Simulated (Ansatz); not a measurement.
What does this script print? It uses the Ansatz DFT code, driven from Python.

`transition_be.py`:
```python
import warnings

import ansatz as az
import numpy as np


def bcc(a_site, a):
    return (
        az.Lattice.bcc(a)
        .space_group(229)
        .atom(a_site, [0, 0, 0])
        .primitive()
    )


def hcp(first, a):
    return (
        az.Lattice.from_parameters(a, a, 1.633 * a, alpha=90, beta=90, gamma=120)
        .space_group(194)
        .atom(first, [1 / 3, 2 / 3, 0.25])
    )


def ground_state(name, crystal, pressure=0.0):
    calc = crystal.calculation()
    calc = calc.basis(500)
    calc = calc.functional("r2SCAN")
    calc = calc.kpoints(spacing=0.14)
    calc = calc.occupations("gaussian", width=0.05)
    calc = calc.relax(force_tolerance=0.02, max_steps=60, cell=True, pressure=pressure)
    return calc.run(threads=1)


def volume_per_atom(outcome):
    return abs(np.linalg.det(outcome.lattice.cell_ang)) / len(outcome.lattice.sites)


def main() -> None:
    warnings.simplefilter("ignore", az.DeckWarning)

    phases = {}
    phases["bcc"] = bcc("Be", 2.53)
    phases["hcp"] = hcp("Be", 2.25)

    pressures = [0, 20, 40, 60]
    enthalpy, volume = {name: [] for name in phases}, {name: [] for name in phases}
    for p in pressures:
        for name, crystal in phases.items():
            o = ground_state(name, crystal, pressure=p)
            volume[name].append(volume_per_atom(o))
            enthalpy[name].append(o.report["energy_sigma0_ev"] / len(o.lattice.sites) + p * volume[name][-1] / 160.21766)
    gap = np.array(enthalpy["hcp"]) - np.array(enthalpy["bcc"])
    rows = [(p, va, vb, 1000 * d) for p, va, vb, d in zip(pressures, volume["bcc"], volume["hcp"], gap)]
    print("| P (GPa) | V bcc (A^3/atom) | V hcp (A^3/atom) | H(hcp) - H(bcc) (meV/atom) |")
    print("| --- | --- | --- | --- |")
    for row in rows:
        print(f"| {row[0]:d} | {row[1]:.3f} | {row[2]:.3f} | {row[3]:+.1f} |")
    crossings = [p0 - g0 * (p1 - p0) / (g1 - g0) for p0, p1, g0, g1 in zip(pressures, pressures[1:], gap, gap[1:]) if g0 * g1 < 0]
    print("crossing near", [round(float(p), 1) for p in crossings], "GPa") if crossings else print("no crossing in this range")


if __name__ == "__main__":
    main()
```

```console
$ python transition_be.py
| P (GPa) | V bcc (A^3/atom) | V hcp (A^3/atom) | H(hcp) - H(bcc) (meV/atom) |
| --- | --- | --- | --- |
| 0 | 7.814 | 7.908 | -96.6 |
| 20 | 6.870 | 6.945 | -86.2 |
| 40 | 6.263 | 6.327 | -77.6 |
| 60 | 5.822 | 5.878 | -70.2 |
no crossing in this range
```

At a fixed pressure a relaxation lowers the enthalpy F + PV, while F alone can rise. Only these two structures are compared, at zero temperature and with their symmetry kept; either may be hypothetical, and another phase may be lower than both. Differences under about 40 meV an atom lie within the error of mesh and functional. The cells are prototypes set up for this calculation and needn't exist. It ran for 3.3 min on 1 thread of Arm Neoverse V1 (shared host), peak memory 0.5 GiB.
